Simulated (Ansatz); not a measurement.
# C₅H₁₅AsSi: basis-set convergence

One table from this session's results is given with a row withheld; the runs are named, their logs left out.

Program: Ansatz 0.2.0, Gaussian basis. Level of theory: one geometry, several basis sets. These are calculated values, not measurements.

Levels to be run: PBE0-D4/def2-SVP; ωB97M-V/def2-SVP; PBE0-D4/def2-QZVPP; ωB97M-V/def2-QZVPP; the functionals' def2-TZVPP values are taken from earlier runs.

### Structure used throughout

All runs share one geometry, relaxed beforehand with PBE0-D4 in a triple-zeta def2 set.

22 atoms, charge 0, spin multiplicity 1.

Atoms are counted from 1 here; the program's logs count them from 0.

Bond lengths: C1–As2 1.975 Å, C1–H8 1.090 Å, C1–H9 1.090 Å, C1–H10 1.091 Å, As2–Si3 2.360 Å, As2–C4 2.015 Å, Si3–H11 1.488 Å, Si3–H12 1.489 Å, Si3–H13 1.490 Å, C4–C5 1.518 Å, C4–C6 1.523 Å, C4–C7 1.523 Å, C5–H14 1.092 Å, C5–H15 1.097 Å, C5–H16 1.093 Å, C6–H17 1.093 Å, C6–H18 1.096 Å, C6–H19 1.093 Å and more. Angles: As2–C1–H8 113.0°, As2–C1–H9 108.8°, As2–C1–H10 108.2°, H8–C1–H9 109.7°, H8–C1–H10 109.0°, H9–C1–H10 108.1°, C1–As2–Si3 95.6°, C1–As2–C4 101.0°, Si3–As2–C4 100.3°, As2–Si3–H11 107.9°, As2–Si3–H12 110.6°, As2–Si3–H13 113.4°, H11–Si3–H12 108.3°, H11–Si3–H13 107.9°, H12–Si3–H13 108.5°, As2–C4–C5 114.1°, As2–C4–C6 106.1°, As2–C4–C7 106.3° and more.

Set-up of the first run:

Input file in.yaml:

```yaml
crystal:
  periodic: [false, false, false]
  atoms:
    - {symbol: C, position_ang: [1.815374, -0.291432, -1.546984]}
    - {symbol: As, position_ang: [1.400545, -0.027558, 0.365984]}
    - {symbol: Si, position_ang: [0.962842, -2.300812, 0.823265]}
    - {symbol: C, position_ang: [-0.480034, 0.687235, 0.255234]}
    - {symbol: C, position_ang: [-1.442437, -0.213583, -0.498439]}
    - {symbol: C, position_ang: [-0.947610, 0.871730, 1.692415]}
    - {symbol: C, position_ang: [-0.383261, 2.041535, -0.435205]}
    - {symbol: H, position_ang: [1.027278, -0.819474, -2.083968]}
    - {symbol: H, position_ang: [1.984905, 0.681938, -2.008052]}
    - {symbol: H, position_ang: [2.739643, -0.866516, -1.618202]}
    - {symbol: H, position_ang: [2.267894, -2.987982, 1.022512]}
    - {symbol: H, position_ang: [0.166463, -2.439201, 2.073342]}
    - {symbol: H, position_ang: [0.240213, -2.998129, -0.278110]}
    - {symbol: H, position_ang: [-1.105720, -0.417135, -1.517400]}
    - {symbol: H, position_ang: [-2.424435, 0.269940, -0.570632]}
    - {symbol: H, position_ang: [-1.588476, -1.171250, 0.007151]}
    - {symbol: H, position_ang: [-0.273659, 1.524487, 2.253047]}
    - {symbol: H, position_ang: [-1.944299, 1.327428, 1.705780]}
    - {symbol: H, position_ang: [-1.013445, -0.081672, 2.223145]}
    - {symbol: H, position_ang: [-1.364041, 2.531213, -0.432541]}
    - {symbol: H, position_ang: [0.322062, 2.704097, 0.073452]}
    - {symbol: H, position_ang: [-0.069202, 1.945041, -1.477394]}
basis:
  gaussian: {orbitals: def2-SVP}
hamiltonian: {xc: pbe0, dispersion: d4}
output: {orbitals: {seedname: orbitals}}
```

On the command line:

```bash
$ ansatz run in.yaml --threads 5 --pin off --events-out ev --progress --plain --max-ram 66560MiB --backend cpu
```

Steps of the session up to this table: PBE0-D4 in def2-SVP; ωB97M-V in def2-SVP; PBE0-D4 in def2-QZVPP; ωB97M-V in def2-QZVPP.

One of the session's tables, all rows but one given; the rest of the session is left out.

It belongs to the step «Density functionals: the series». 

```
functional       basis  HOMO (eV)  LUMO (eV)
   PBE0-D4    def2-SVP      -6.45       0.58
   PBE0-D4  def2-TZVPP          ?          ?
   PBE0-D4  def2-QZVPP      -6.52       0.07
   ωB97M-V    def2-SVP      -8.53       2.37
   ωB97M-V  def2-TZVPP      -8.58       1.87
   ωB97M-V  def2-QZVPP      -8.60       1.44
```

Estimate the missing values for PBE0-D4, def2-TZVPP.

The run gave: HOMO (eV): -6.48; LUMO (eV): 0.26. In the column «HOMO (eV)» it lies between PBE0-D4, def2-QZVPP (-6.52) and PBE0-D4, def2-SVP (-6.45).
